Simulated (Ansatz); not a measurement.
# Br− with CH3F: superposition error and deformation

Aim: split the binding of a pair into the counterpoise interaction, the basis-set superposition error and the cost of deforming the fragments.

Program: Ansatz 0.2.0, Gaussian basis. Level of theory: PBE0-D4 structures, single points in def2-TZVPPD. These are calculated values, not measurements.

Levels: PBE-D4, revPBE-D4, BLYP-D4, r2SCAN-D4, B97M-V, PBE0-D4, B3LYP-D4, HSE06-D4, wB97X-V, wB97M-V, B2PLYP, Hartree-Fock, MP2, CCSD, CCSD(T).

Correlated methods freeze the cores. Filled d shells of the heavier atoms are correlated. B3LYP uses VWN-RPA correlation. B2PLYP carries no dispersion term here.

129 further runs of the same task are left out: 129 set aside as unsound or not needed. Runs told in other sessions of the task aren't counted.

### 1 The starting structure

The relaxed pair: 6 atoms, charge -1, spin multiplicity 1.

Atoms are counted from 1 here; the program's logs count them from 0.

Bond lengths: C2–F3 1.405 Å, C2–H4 1.088 Å, C2–H5 1.088 Å, C2–H6 1.088 Å. Angles: F3–C2–H4 109.3°, F3–C2–H5 109.3°, F3–C2–H6 109.3°, H4–C2–H5 109.7°, H4–C2–H6 109.7°, H5–C2–H6 109.7°.

Coordinates:

```xyz
6

Br   -0.2765   -0.1135   -2.8732
C     0.0490    0.0199    0.5095
F     0.1837    0.0808    1.9067
H     1.0003    0.2734    0.0455
H    -0.7140    0.7276    0.1908
H    -0.2426   -0.9882    0.2207
```

Atoms 1 to 1 are fragment A (Br−), the rest fragment B (CH3F). From earlier runs, pair energy (eV) and counterpoise interaction (kJ/mol):

```csv
method,E(pair),interaction
PBE-D4,-73838.48665,-35.87
revPBE-D4,-73846.06669,-33.64
BLYP-D4,-73853.19628,-33.44
r2SCAN-D4,-73850.87820,-35.84
B97M-V,-73839.51371,-35.61
PBE0-D4,-73841.08899,-36.24
B3LYP-D4,-73854.33570,-35.07
HSE06-D4,-73841.02068,-36.22
wB97X-V,-73845.48814,-36.19
wB97M-V,-73847.82897,-36.35
B2PLYP,-73840.29535,-31.98
Hartree-Fock,-73786.38806,-28.11
MP2,-73806.09295,-34.69
CCSD(T),-73807.30960,-34.30
```

First each fragment is run alone in its own basis, frozen in the shape it has in the pair (a, b).

### 2 wB97X-V/def2-TZVPPD

The input, a/in.yaml:

```yaml
crystal:
  periodic: [false, false, false]
  atoms:
    - {symbol: Br, position_ang: [-0.276504, -0.113509, -2.873230]}
basis:
  gaussian: {orbitals: "def2-TZVPPD.json"}
total_charge: -1
hamiltonian: {xc: {name: wB97X-V}}
```

The input, b/in.yaml:

```yaml
crystal:
  periodic: [false, false, false]
  atoms:
    - {symbol: C, position_ang: [0.049023, 0.019893, 0.509525]}
    - {symbol: F, position_ang: [0.183749, 0.080829, 1.906654]}
    - {symbol: H, position_ang: [1.000348, 0.273423, 0.045456]}
    - {symbol: H, position_ang: [-0.714021, 0.727595, 0.190849]}
    - {symbol: H, position_ang: [-0.242595, -0.988231, 0.220746]}
basis:
  gaussian: {orbitals: "def2-TZVPPD.json"}
hamiltonian: {xc: {name: wB97X-V}}
```

The basis file named in the input lies beside it (Basis Set Exchange, JSON).

The same command starts each run, in its folder.

Started as:

```sh
> ansatz run in.yaml --threads 4 --pin off --events-out ev --progress --plain --max-ram 9574MiB
```

Output in a:

```text
Functional definition: wB97X-V
  name "wB97X-V"
  cite "Mardirossian & Head-Gordon, Phys. Chem. Chem. Phys. 16, 9904 (2014) doi:10.1039/C3CP54374A"
  cite "Becke, J. Chem. Phys. 107, 8554 (1997) doi:10.1063/1.475007"
  cite "Vydrov & Van Voorhis, J. Chem. Phys. 133, 244103 (2010) doi:10.1063/1.3521275"
  parameter omega = 0.3/bohr
  parameter cx = 0.167
  parameter cx1 = 0.603
  parameter cx2 = 1.194
  parameter css0 = 0.556
  parameter css1 = -0.257
  parameter cos0 = 1.219
  parameter cos1 = -1.850
  parameter b = 6.0
  parameter c = 0.01
  exchange = spin_sum(e_x_unif_sr(omega)*poly(b97_u_x, 1 - cx, cx1, cx2)) + cx*exact_x_sr(omega) + exact_x_lr(omega)
  correlation = spin_sum(e_c_pw_same_spin*poly(b97_u_same, css0, css1))
      + integral(e_c_pw_opposite_spin*poly(b97_u_opposite, cos0, cos1)) + vv10(b, c)
456 factors; their error is unknown
77 factors; integrals over basis functions are off by at most 8.1e-5 eV
mean field evaluation 1: about -70041.3798 eV, gradient 2.4e1 eV
mean field evaluation 2: about -70041.6267 eV, gradient 2.0e1 eV
mean field evaluation 4: about -70041.9321 eV, gradient 7.4e-2 eV
mean field evaluation 8: about -70042.1493 eV, gradient 6.1e-4 eV
mean field -70042.14933666 eV, -2574.0015118483 hartree, gradient 2.0e-5 eV, S^2 0.000000; 0 other end points of the search recorded, 0 dependent functions left out
reference -70042.14933519 eV, -2574.0015117944 hartree; 18, 18 occupied and 39, 39 virtual orbitals, 456 factors
Total energy: -70042.14933519 eV, -2574.0015117944 hartree
```

Output in b, shortened:

```text
[... 5 set-up lines as earlier in the session ...]
[...]
      + integral(e_c_pw_opposite_spin*poly(b97_u_opposite, cos0, cos1)) + vv10(b, c)
548 factors; their error is unknown
177 factors; integrals over basis functions are off by at most 2.4e-5 eV
[...]
mean field -3802.95981042 eV, -139.7561952943 hartree, gradient 1.1e-5 eV, S^2 0.000000; 0 other end points of the search recorded, 0 dependent functions left out
reference -3802.95980856 eV, -139.7561952258 hartree; 9, 9 occupied and 119, 119 virtual orbitals, 548 factors
Total energy: -3802.95980856 eV, -139.7561952258 hartree
```

Times: 0.81 s (a), 2.2 s (b) on 4 threads of Arm Neoverse V1, shared host.

### 3 wB97M-V/def2-TZVPPD

The same edit goes into each in.yaml of step 2 (a, b):

```diff
-hamiltonian: {xc: {name: wB97X-V}}
+hamiltonian: {xc: {name: wB97M-V}}
```

Each run has its own folder and the same command.

Started as:

```sh
> ansatz run in.yaml --threads 4 --pin off --events-out ev --progress --plain --max-ram 9574MiB
```

Output in a, shortened:

```text
Functional definition: wB97M-V
  name "wB97M-V"
  cite "Mardirossian & Head-Gordon, J. Chem. Phys. 144, 214110 (2016) doi:10.1063/1.4952647"
[... 2 set-up lines as earlier in the session ...]
  # Of w^i u^j: cxij and so on, Table III.
[...]
  gx(w, u) = 1 - cx + cx01*u + cx10*w
  gss(w, u) = css00 + css04*u^4 + css10*w + css20*w^2 + css43*w^4*u^3
  gos(w, u) = cos00 + cos10*w + (cos20 + cos21*u)*w^2 + (cos60 + cos61*u)*w^6
[...]
      + integral(e_c_pw_mod_opposite_spin*gos(b97_w_opposite, b97_u_opposite)) + vv10(b, c)
449 factors; their error is unknown
77 factors; integrals over basis functions are off by at most 8.1e-5 eV
[...]
mean field -70044.68299040 eV, -2574.0946219059 hartree, gradient 1.9e-5 eV, S^2 0.000000; 0 other end points of the search recorded, 0 dependent functions left out
reference -70044.68302677 eV, -2574.0946232424 hartree; 18, 18 occupied and 39, 39 virtual orbitals, 449 factors
Total energy: -70044.68302677 eV, -2574.0946232424 hartree
```

Log of b, shortened:

```text
[... 5 set-up lines as earlier in the session ...]
  # Of w^i u^j: cxij and so on, Table III.
[...]
  gx(w, u) = 1 - cx + cx01*u + cx10*w
  gss(w, u) = css00 + css04*u^4 + css10*w + css20*w^2 + css43*w^4*u^3
  gos(w, u) = cos00 + cos10*w + (cos20 + cos21*u)*w^2 + (cos60 + cos61*u)*w^6
[...]
      + integral(e_c_pw_mod_opposite_spin*gos(b97_w_opposite, b97_u_opposite)) + vv10(b, c)
548 factors; their error is unknown
177 factors; integrals over basis functions are off by at most 2.4e-5 eV
[...]
mean field -3802.76601852 eV, -139.7490735734 hartree, gradient 1.2e-5 eV, S^2 0.000000; 0 other end points of the search recorded, 0 dependent functions left out
reference -3802.76606503 eV, -139.7490752826 hartree; 9, 9 occupied and 119, 119 virtual orbitals, 548 factors
Total energy: -3802.76606503 eV, -139.7490752826 hartree
```

Wall times: 0.91 s (a), 2.5 s (b) on 4 threads of Arm Neoverse V1, shared host.

### 4 B2PLYP/def2-TZVPPD

The same edit goes into each in.yaml of step 3 (a, b):

```diff
-hamiltonian: {xc: {name: wB97M-V}}
+hamiltonian: {xc: {name: B2PLYP}}
```

One command serves all of them, each in its own folder.

Started as:

```sh
> ansatz run in.yaml --threads 4 --pin off --events-out ev --progress --plain --max-ram 9574MiB
```

Output in a, shortened:

```text
Functional definition: B2PLYP
  name "B2PLYP"
  cite "Grimme, J. Chem. Phys. 124, 034108 (2006) doi:10.1063/1.2148954"
  cite "Becke, Phys. Rev. A 38, 3098 (1988) doi:10.1103/PhysRevA.38.3098"
  cite "Lee, Yang & Parr, Phys. Rev. B 37, 785 (1988) doi:10.1103/PhysRevB.37.785"
[...]
358 factors; integrals over basis functions are off by at most 8.4e-5 eV
[...]
mean field -70035.73058119 eV, -2573.7656269355 hartree, gradient 3.9e-6 eV, S^2 0.000000; 0 other end points of the search recorded, 0 dependent functions left out
9 core orbitals not correlated: weight in the atoms' cores, before any rotation towards them, 1.000 or more for the frozen orbitals, at most 0.000 for the correlated occupied ones
reference -70035.73067285 eV, -2573.7656303038 hartree; 9, 9 occupied and 39, 39 virtual orbitals, 358 factors
second order -9.14561220 eV of doubles, -0.00000000 eV of singles
Total energy: -70038.19998814 eV, -2573.8563759670 hartree
```

b printed, shortened:

```text
[... 5 set-up lines as earlier in the session ...]
[...]
753 factors; integrals over basis functions are off by at most 9.0e-4 eV
[...]
mean field -3797.94105386 eV, -139.5717593925 hartree, gradient 3.8e-6 eV, S^2 0.000000; 0 other end points of the search recorded, 0 dependent functions left out
2 core orbitals not correlated: weight in the atoms' cores, before any rotation towards them, 1.000 or more for the frozen orbitals, at most 0.000 for the correlated occupied ones
reference -3797.94117954 eV, -139.5717640112 hartree; 7, 7 occupied and 119, 119 virtual orbitals, 753 factors
second order -14.10454706 eV of doubles, -0.00000000 eV of singles
Total energy: -3801.74940725 eV, -139.7117137981 hartree
```

Times: 0.5 s (a), 1.7 s (b) on 4 threads of Arm Neoverse V1, shared host.

### 5 B97M-V/def2-TZVPPD

The same edit goes into each in.yaml of step 4 (a, b):

```diff
-hamiltonian: {xc: {name: B2PLYP}}
+hamiltonian: {xc: {name: B97M-V}}
```

The same command starts each run, in its folder.

Started as:

```sh
> ansatz run in.yaml --threads 4 --pin off --events-out ev --progress --plain --max-ram 9574MiB
```

Log of a, shortened:

```text
Functional definition: B97M-V
  name "B97M-V"
  cite "Mardirossian & Head-Gordon, J. Chem. Phys. 142, 074111 (2015) doi:10.1063/1.4907719"
[... 2 set-up lines as earlier in the session ...]
  # Of w^i u^j: cxij and so on, Table III.
[...]
  gx(w, u) = cx00 + cx01*u + cx02*u^2 + (cx10 + cx11*u)*w
  gss(w, u) = css00 + css02*u^2 + css10*w + (css32*w^3 + css42*w^4)*u^2
  gos(w, u) = cos00 + cos01*u + cos03*u^3 + cos10*w + cos32*w^3*u^2
[...]
      + integral(e_c_pw_mod_opposite_spin*gos(b97_w_opposite, b97_u_opposite)) + vv10(b, c)
420 factors; their error is unknown
[...]
mean field -70035.95739003 eV, -2573.7739620068 hartree, gradient 5.6e-6 eV, S^2 0.000000; 0 other end points of the search recorded, 0 dependent functions left out
reference -70035.95743151 eV, -2573.7739635312 hartree; 18, 18 occupied and 39, 39 virtual orbitals, 420 factors
Total energy: -70035.95743151 eV, -2573.7739635312 hartree
```

Output in b, shortened:

```text
[... 5 set-up lines as earlier in the session ...]
  # Of w^i u^j: cxij and so on, Table III.
[...]
  gx(w, u) = cx00 + cx01*u + cx02*u^2 + (cx10 + cx11*u)*w
  gss(w, u) = css00 + css02*u^2 + css10*w + (css32*w^3 + css42*w^4)*u^2
  gos(w, u) = cos00 + cos01*u + cos03*u^3 + cos10*w + cos32*w^3*u^2
[...]
      + integral(e_c_pw_mod_opposite_spin*gos(b97_w_opposite, b97_u_opposite)) + vv10(b, c)
548 factors; their error is unknown
[...]
mean field -3803.18132421 eV, -139.7643357758 hartree, gradient 2.4e-5 eV, S^2 0.000000; 0 other end points of the search recorded, 0 dependent functions left out
reference -3803.18137945 eV, -139.7643378058 hartree; 9, 9 occupied and 119, 119 virtual orbitals, 548 factors
Total energy: -3803.18137945 eV, -139.7643378058 hartree
```

Times: 0.71 s (a), 2.2 s (b) on 4 threads of Arm Neoverse V1, shared host.

### 6 CCSD(T)/def2-TZVPPD

The same edit goes into each in.yaml of step 5 (a, b):

```diff
-hamiltonian: {xc: {name: B97M-V}}
+correlation: {method: ccsd_t}
```

One command serves all of them, each in its own folder.

Started as:

```sh
> ansatz run in.yaml --threads 4 --pin off --events-out ev --progress --plain --max-ram 9574MiB
```

a printed, shortened:

```text
Functional definition: HF
  name "HF"
  cite "Fock, Z. Phys. 61, 126 (1930) doi:10.1007/BF01340294"
  parent pbe
[...]
358 factors; integrals over basis functions are off by at most 8.4e-5 eV
[...]
mean field -70000.93691833 eV, -2572.4869834095 hartree, gradient 9.8e-6 eV, S^2 0.000000; 0 other end points of the search recorded, 0 dependent functions left out
9 core orbitals not correlated: weight in the atoms' cores, before any rotation towards them, 1.000 or more for the frozen orbitals, at most 0.000 for the correlated occupied ones
reference -70000.93691833 eV, -2572.4869834095 hartree; 9, 9 occupied and 39, 39 virtual orbitals, 358 factors
second order -7.73929668 eV of doubles, -0.00000000 eV of singles
cycle   1  -7.73084961 eV  change    8.4e-3 eV  update   4.2e-2
[...]
cycle   7  -7.88930148 eV  change    9.3e-6 eV  update   2.1e-5
perturbative correction -0.25284533 eV, -0.0092918946 hartree
Total energy: -70009.07906515 eV, -2572.7862017860 hartree
```

Log of b, shortened:

```text
[... 4 set-up lines as earlier in the session ...]
[...]
753 factors; integrals over basis functions are off by at most 9.0e-4 eV
[...]
mean field -3785.15662455 eV, -139.1019402808 hartree, gradient 1.3e-6 eV, S^2 0.000000; 0 other end points of the search recorded, 0 dependent functions left out
2 core orbitals not correlated: weight in the atoms' cores, before any rotation towards them, 1.000 or more for the frozen orbitals, at most 0.000 for the correlated occupied ones
reference -3785.15662455 eV, -139.1019402808 hartree; 7, 7 occupied and 119, 119 virtual orbitals, 753 factors
second order -11.86184364 eV of doubles, -0.00000000 eV of singles
cycle   1  -11.99291993 eV  change   -1.3e-1 eV  update   6.8e-2
[...]
cycle   9  -12.30598147 eV  change   -1.8e-6 eV  update   5.5e-6
perturbative correction -0.37195754 eV, -0.0136691875 hartree
Total energy: -3797.83456356 eV, -139.5678459460 hartree
```

They took 0.91 s (a), 6 s (b) on 4 threads of Arm Neoverse V1, shared host; peak memory 0.63 GiB.

### 7 Relaxing CH3F alone

The input, relax-b/in.yaml:

```yaml
crystal:
  periodic: [false, false, false]
  atoms:
    - {symbol: C, position_ang: [0.049023, 0.019893, 0.509525]}
    - {symbol: F, position_ang: [0.183749, 0.080829, 1.906654]}
    - {symbol: H, position_ang: [1.000348, 0.273423, 0.045456]}
    - {symbol: H, position_ang: [-0.714021, 0.727595, 0.190849]}
    - {symbol: H, position_ang: [-0.242595, -0.988231, 0.220746]}
basis:
  gaussian: {orbitals: def2-TZVP}
hamiltonian: {xc: pbe0, dispersion: d4}
relax: {f_tol: 0.005, max_steps: 200}
```

Started as:

```sh
> ansatz run in.yaml --threads 4 --pin off --events-out ev --progress --plain --max-ram 9574MiB
```

What it wrote, shortened:

```text
Functional definition: PBE0
  name "PBE0"
  cite "Adamo & Barone, J. Chem. Phys. 110, 6158 (1999) doi:10.1063/1.478522"
  cite "Perdew, Burke & Ernzerhof, Phys. Rev. Lett. 77, 3865 (1996) doi:10.1103/PhysRevLett.77.3865"
[... 1 set-up line as earlier in the session ...]
[...]
468 factors; their error is unknown
[...]
mean field -3800.15779617 eV, -139.6532231697 hartree, gradient 4.9e-6 eV, S^2 0.000000; 0 other end points of the search recorded, 0 dependent functions left out
[...]
reference -3800.15781463 eV, -139.6532238481 hartree; 9, 9 occupied and 71, 71 virtual orbitals, 468 factors
relax step   1: F+E_penalty+E_count = -3800.18085672 eV  Δ(F+E_penalty+E_count) = +0.000e0 eV  max|allowed force component| = 9.986e-1 eV/Å  Δτ_max = 0.0000 Å  (24 SCF iters, accepted)
[...]
468 factors; their error is unknown
mean field -3800.17369437 eV, -139.6538074179 hartree, gradient 1.5e-5 eV, S^2 0.000000; 1 other end points of the search recorded, 0 dependent functions left out
[...]
reference -3800.17371312 eV, -139.6538081068 hartree; 9, 9 occupied and 71, 71 virtual orbitals, 468 factors
Total energy: -3800.19678218 eV, -139.6546558794 hartree
Atom 0 at     0.049447     0.020046     0.513941 Å, force     0.000121     0.000058     0.001263 eV/Å
Atom 1 at     0.181433     0.079934     1.882565 Å, force     0.000285     0.000125     0.002962 eV/Å
Atom 2 at     1.005749     0.274882     0.051553 Å, force    -0.000889    -0.000257    -0.001330 eV/Å
Atom 3 at    -0.716957     0.731302     0.197713 Å, force     0.000427    -0.000610    -0.001441 eV/Å
Atom 4 at    -0.243169    -0.992655     0.227458 Å, force     0.000056     0.000684    -0.001455 eV/Å
Dipole moment:    -0.035825    -0.016255    -0.371470 e Å
```

Wall time 2.9 s (4 threads of Arm Neoverse V1, shared host).

Relaxation path:

```csv
step,energy from step 1 (eV),largest force component (eV/Å)
1,0.0000,0.9986
2,-0.0131,0.4637
3,-0.0156,0.1386
4,-0.0159,0.0030
```

Distances of close pairs at the start and the end, largest changes first:

```csv
bond,before (Å),after (Å),change (Å)
C1–F2,1.405,1.376,-0.029
C1–H4,1.088,1.092,+0.004
C1–H3,1.088,1.092,+0.004
C1–H5,1.088,1.092,+0.004
```

### 8 PBE-D4/def2-TZVPPD

The input, free-b/in.yaml:

```yaml
crystal:
  periodic: [false, false, false]
  atoms:
    - {symbol: C, position_ang: [0.049447, 0.020046, 0.513941]}
    - {symbol: F, position_ang: [0.181433, 0.079934, 1.882565]}
    - {symbol: H, position_ang: [1.005749, 0.274882, 0.051553]}
    - {symbol: H, position_ang: [-0.716957, 0.731302, 0.197713]}
    - {symbol: H, position_ang: [-0.243169, -0.992655, 0.227458]}
basis:
  gaussian: {orbitals: "def2-TZVPPD.json"}
hamiltonian: {xc: pbe, dispersion: d4}
```

Started as:

```sh
> ansatz run in.yaml --threads 4 --pin off --events-out ev --progress --plain --max-ram 9574MiB
```

What it wrote:

```text
Functional definition: PBE
  name "PBE"
[... 2 set-up lines as earlier in the session ...]
  parameter kappa = 0.804
  parameter beta = 0.06672455060314922
  exchange = pbe_x(kappa = kappa, mu = beta*pi^2/3)
  correlation = pbe_c(beta = beta)
548 factors; their error is unknown
mean field evaluation 1: about -3796.2153 eV, gradient 4.2e1 eV
mean field evaluation 2: about -3793.1191 eV, gradient 5.4e1 eV
mean field evaluation 4: about -3800.0530 eV, gradient 3.8e0 eV
mean field evaluation 8: about -3800.0564 eV, gradient 4.3e-2 eV
mean field -3800.05639817 eV, -139.6494968619 hartree, gradient 4.3e-5 eV, S^2 0.000000; 0 other end points of the search recorded, 0 dependent functions left out
reference -3800.05643915 eV, -139.6494983681 hartree; 9, 9 occupied and 119, 119 virtual orbitals, 548 factors
Total energy: -3800.08506354 eV, -139.6505502948 hartree
```

It took 0.65 s on 4 threads of Arm Neoverse V1, shared host.

### 9 r2SCAN-D4/def2-TZVPPD

free-b/in.yaml: that of step 8 with these lines changed.

```diff
@@ -10,2 +10,2 @@
   gaussian: {orbitals: "def2-TZVPPD.json"}
-hamiltonian: {xc: pbe, dispersion: d4}
+hamiltonian: {xc: r2scan, dispersion: d4}
```

Started as:

```sh
> ansatz run in.yaml --threads 4 --pin off --events-out ev --progress --plain --max-ram 9574MiB
```

What it wrote:

```text
Functional definition: r2SCAN
  name "r2SCAN"
  cite "Furness, Kaplan, Ning, Perdew & Sun, J. Phys. Chem. Lett. 11, 8208 (2020) doi:10.1021/acs.jpclett.0c02405"
  cite "Furness, Kaplan, Ning, Perdew & Sun, J. Phys. Chem. Lett. 11, 9248 (2020) doi:10.1021/acs.jpclett.0c03077"
  parent r2scan
  parameter k0 = 0.174
  parameter k1 = 0.065
  parameter a1 = 4.9479
  exchange = r2scan_x(k0 = k0, k1 = k1, a1 = a1)
  correlation = r2scan_c
548 factors; their error is unknown
mean field evaluation 1: about -3799.3807 eV, gradient 3.7e1 eV
mean field evaluation 2: about -3798.5176 eV, gradient 4.2e1 eV
mean field evaluation 4: about -3802.3491 eV, gradient 2.4e0 eV
mean field evaluation 8: about -3802.3421 eV, gradient 4.8e-2 eV
mean field -3802.34207603 eV, -139.7334939740 hartree, gradient 3.7e-5 eV, S^2 0.000000; 0 other end points of the search recorded, 0 dependent functions left out
reference -3802.34208876 eV, -139.7334944420 hartree; 9, 9 occupied and 119, 119 virtual orbitals, 548 factors
Total energy: -3802.34883596 eV, -139.7337423968 hartree
```

Run time: 1.5 s. Hardware: 4 threads of Arm Neoverse V1, shared host.

### 10 PBE0-D4/def2-TZVPPD

free-b/in.yaml: that of step 9 with these lines changed.

```diff
@@ -10,2 +10,3 @@
   gaussian: {orbitals: "def2-TZVPPD.json"}
-hamiltonian: {xc: r2scan, dispersion: d4}
+hamiltonian: {xc: pbe0, dispersion: d4}
+output: {orbitals: {seedname: orbitals}}
```

Started as:

```sh
> ansatz run in.yaml --threads 4 --pin off --events-out ev --progress --plain --max-ram 9574MiB
```

What it wrote, shortened:

```text
[... 5 set-up lines as earlier in the session ...]
  parameter a = 0.25
[... 2 set-up lines as earlier in the session ...]
  exchange = (1 - a)*pbe_x(kappa = kappa, mu = beta*pi^2/3) + a*exact_x
[... 1 set-up line as earlier in the session ...]
548 factors; their error is unknown
mean field evaluation 1: about -3798.2384 eV, gradient 3.1e1 eV
mean field evaluation 2: about -3798.2904 eV, gradient 3.2e1 eV
mean field evaluation 4: about -3800.2409 eV, gradient 1.7e0 eV
mean field evaluation 8: about -3800.2454 eV, gradient 1.1e-2 eV
mean field evaluation 16: about -3800.2425 eV, gradient 6.0e-5 eV
mean field -3800.24245397 eV, -139.6563342867 hartree, gradient 6.0e-5 eV, S^2 0.000000; 0 other end points of the search recorded, 0 dependent functions left out
reference -3800.24248305 eV, -139.6563353550 hartree; 9, 9 occupied and 119, 119 virtual orbitals, 548 factors
Total energy: -3800.26555211 eV, -139.6571831276 hartree
```

It took 1.2 s on 4 threads of Arm Neoverse V1, shared host.

### 11 B3LYP-D4/def2-TZVPPD

free-b/in.yaml: that of step 10 with these lines changed.

```diff
@@ -10,3 +10,2 @@
   gaussian: {orbitals: "def2-TZVPPD.json"}
-hamiltonian: {xc: pbe0, dispersion: d4}
-output: {orbitals: {seedname: orbitals}}
+hamiltonian: {xc: {name: B3LYP}, dispersion: d4}
```

Started as:

```sh
> ansatz run in.yaml --threads 4 --pin off --events-out ev --progress --plain --max-ram 9574MiB
```

What it wrote, shortened:

```text
Functional definition: B3LYP
  name "B3LYP"
  cite "Stephens, Devlin, Chabalowski & Frisch, J. Phys. Chem. 98, 11623 (1994) doi:10.1021/j100096a001"
[... 2 set-up lines as earlier in the session ...]
  cite "Vosko, Wilk & Nusair, Can. J. Phys. 58, 1200 (1980) doi:10.1139/p80-159"
[...]
548 factors; their error is unknown
[...]
mean field -3804.41690155 eV, -139.8097424055 hartree, gradient 6.6e-5 eV, S^2 0.000000; 0 other end points of the search recorded, 0 dependent functions left out
reference -3804.41711432 eV, -139.8097502247 hartree; 9, 9 occupied and 119, 119 virtual orbitals, 548 factors
Total energy: -3804.46284843 eV, -139.8114309224 hartree
```

It took 1.4 s on 4 threads of Arm Neoverse V1, shared host.

(Part 1 of 2 ends here.)
